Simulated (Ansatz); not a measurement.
**CH5GeO radical: small, medium and large basis sets**

An exercise on one series of results from a longer session: the logs are not shown, and one member is left open.

Method: one geometry, several basis sets; program: Ansatz 0.2.0, Gaussian basis.

Plan: PBE0-D4/def2-SVP; ωB97M-V/def2-SVP; PBE0-D4/def2-QZVPP; ωB97M-V/def2-QZVPP; the functionals' def2-TZVPP values are taken from earlier runs.

## The geometry

All runs share one geometry, relaxed beforehand with PBE0-D4 in a triple-zeta def2 set.

SMILES `[CH3][GeH][OH]`, 8 atoms, charge 0, spin multiplicity 2.

Atoms are counted from 1 here; the program's logs count them from 0.

Bond lengths: C1–Ge2 1.954 Å, C1–H4 1.090 Å, C1–H5 1.092 Å, C1–H6 1.090 Å, Ge2–O3 1.792 Å, Ge2–H7 1.564 Å, O3–H8 0.960 Å. Angles: Ge2–C1–H4 110.3°, Ge2–C1–H5 108.7°, Ge2–C1–H6 109.9°, H4–C1–H5 109.5°, H4–C1–H6 109.3°, H5–C1–H6 109.1°, C1–Ge2–O3 103.5°, C1–Ge2–H7 112.3°, O3–Ge2–H7 107.9°, Ge2–O3–H8 112.7°.

The first run:

The input, in.yaml:

```yaml
crystal:
  periodic: [false, false, false]
  atoms:
    - {symbol: C, position_ang: [-0.669713, 0.837439, -0.542820]}
    - {symbol: Ge, position_ang: [0.882153, -0.278854, -0.139010]}
    - {symbol: O, position_ang: [0.160063, -1.768925, 0.546421]}
    - {symbol: H, position_ang: [-0.349763, 1.807696, -0.923461]}
    - {symbol: H, position_ang: [-1.247630, 0.978326, 0.373273]}
    - {symbol: H, position_ang: [-1.295998, 0.347277, -1.287738]}
    - {symbol: H, position_ang: [1.802070, 0.357732, 0.953964]}
    - {symbol: H, position_ang: [0.810919, -2.337889, 0.963573]}
basis:
  gaussian: {orbitals: def2-SVP}
magnetization: {spin_polarized: true, initial_magnetization: 1}
hamiltonian: {xc: pbe0, dispersion: d4}
output: {orbitals: {seedname: orbitals}}
```

On the command line:

```console
$ ansatz run in.yaml --threads 4 --pin off --events-out ev --progress --plain --max-ram 10444MiB
```

Steps of the session up to this table: PBE0-D4 in def2-SVP; ωB97M-V in def2-SVP; PBE0-D4 in def2-QZVPP; ωB97M-V in def2-QZVPP.

One of the session's tables, all rows but one given; the rest of the session is left out.

It belongs to the step «Density functionals: the series». 

| functional | basis | HOMO (eV) | LUMO (eV) |
| --- | --- | --- | --- |
| PBE0-D4 | def2-SVP | -5.61 | -2.25 |
| PBE0-D4 | def2-TZVPP | -5.73 | -2.33 |
| PBE0-D4 | def2-QZVPP | ? | ? |
| ωB97M-V | def2-SVP | -7.60 | -0.39 |
| ωB97M-V | def2-TZVPP | -7.72 | -0.53 |
| ωB97M-V | def2-QZVPP | -7.78 | -0.68 |

**Question.** Estimate the row for PBE0-D4, def2-QZVPP.

**Answer.** HOMO (eV): -5.78; LUMO (eV): -2.40. In the column «HOMO (eV)» it lies between ωB97M-V, def2-SVP (-7.60) and PBE0-D4, def2-TZVPP (-5.73).
